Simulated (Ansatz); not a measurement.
# TiMn2O4 (Ulvospinel): the cost of one run

Program: Ansatz 0.2.0. Level of theory: DFT, PAW plane waves, r2scan. These are calculated values, not measurements.

## Step 1: The starting structure

It takes space group Fd-3m (No. 227, cubic). Conventional cell: a = 8.679 Å, b = 8.679 Å, c = 8.679 Å, α = 90.00°, β = 90.00°, γ = 90.00°. Ti (site symmetry -43m) has 4 O at 2.05 Å as nearest neighbours. Mn (site symmetry -3m) has 6 O at 2.08 Å as nearest neighbours. O (site symmetry 3m) has 1 Ti at 2.05 Å and 3 Mn at 2.08 Å as nearest neighbours.

Coordinates:

```cif
data_structure
_symmetry_space_group_name_H-M 'P 1'
_symmetry_Int_Tables_number 1
_cell_length_a 6.1369
_cell_length_b 6.1369
_cell_length_c 6.1369
_cell_angle_alpha 60.000
_cell_angle_beta 60.000
_cell_angle_gamma 60.000
_cell_volume 163.43
loop_
_atom_site_label
_atom_site_type_symbol
_atom_site_fract_x
_atom_site_fract_y
_atom_site_fract_z
_atom_site_occupancy
Ti1 Ti 0.75000 0.75000 0.75000 1
Ti2 Ti 0.50000 0.50000 0.50000 1
Mn1 Mn 0.12500 0.12500 0.12500 1
Mn2 Mn 0.62500 0.12500 0.12500 1
Mn3 Mn 0.12500 0.12500 0.62500 1
Mn4 Mn 0.12500 0.62500 0.12500 1
O1 O 0.88610 0.88610 0.88610 1
O2 O 0.90830 0.36390 0.36390 1
O3 O 0.88610 0.88610 0.34170 1
O4 O 0.36390 0.90830 0.36390 1
O5 O 0.34170 0.88610 0.88610 1
O6 O 0.36390 0.36390 0.36390 1
O7 O 0.88610 0.34170 0.88610 1
O8 O 0.36390 0.36390 0.90830 1
```

## Step 2: A run

Contents of input.yaml:

```yaml
crystal:
  lattice:
    - [0.0, 4.33945, 4.33945]
    - [4.33945, 0.0, 4.33945]
    - [4.33945, 4.33945, 0.0]
  atoms:
    - { symbol: Ti, position: [0.75, 0.75, 0.75] }
    - { symbol: Ti, position: [0.5, 0.5, 0.5] }
    - { symbol: Mn, position: [0.125, 0.125, 0.125], spin: 4.5 }
    - { symbol: Mn, position: [0.625, 0.125, 0.125], spin: 4.5 }
    - { symbol: Mn, position: [0.125, 0.125, 0.625], spin: 4.5 }
    - { symbol: Mn, position: [0.125, 0.625, 0.125], spin: 4.5 }
    - { symbol: O, position: [0.8861, 0.8861, 0.8861] }
    - { symbol: O, position: [0.9083, 0.3639, 0.3639] }
    - { symbol: O, position: [0.8861, 0.8861, 0.3417] }
    - { symbol: O, position: [0.3639, 0.9083, 0.3639] }
    - { symbol: O, position: [0.3417, 0.8861, 0.8861] }
    - { symbol: O, position: [0.3639, 0.3639, 0.3639] }
    - { symbol: O, position: [0.8861, 0.3417, 0.8861] }
    - { symbol: O, position: [0.3639, 0.3639, 0.9083] }
  symmetry: { tolerance: 0.0003 }
hamiltonian:
  xc: r2scan
  pseudopotentials: { kind: paw, azcp: { folder: soft_1 } }
basis:
  ecutwfc: 500
magnetization:
  spin_polarized: true
scf:
  occupations: { method: fermi_dirac, width: 0.05 }
kpoints:
  mp_grid: { grid: [6, 6, 6], shift: [0, 0, 0] }
output:
  forces: true
  stress: true
  eigenvalues: true
```

Command:

```console
$ ansatz run input.yaml --threads 4 --pin off --max-ram 10240MiB --backend cpu --events-out ev --progress --plain --runs-dir out
```

What time and memory should one allow on 4 threads of Arm Neoverse V1, shared host?

About 40 s, with a peak of 1.4 GiB.
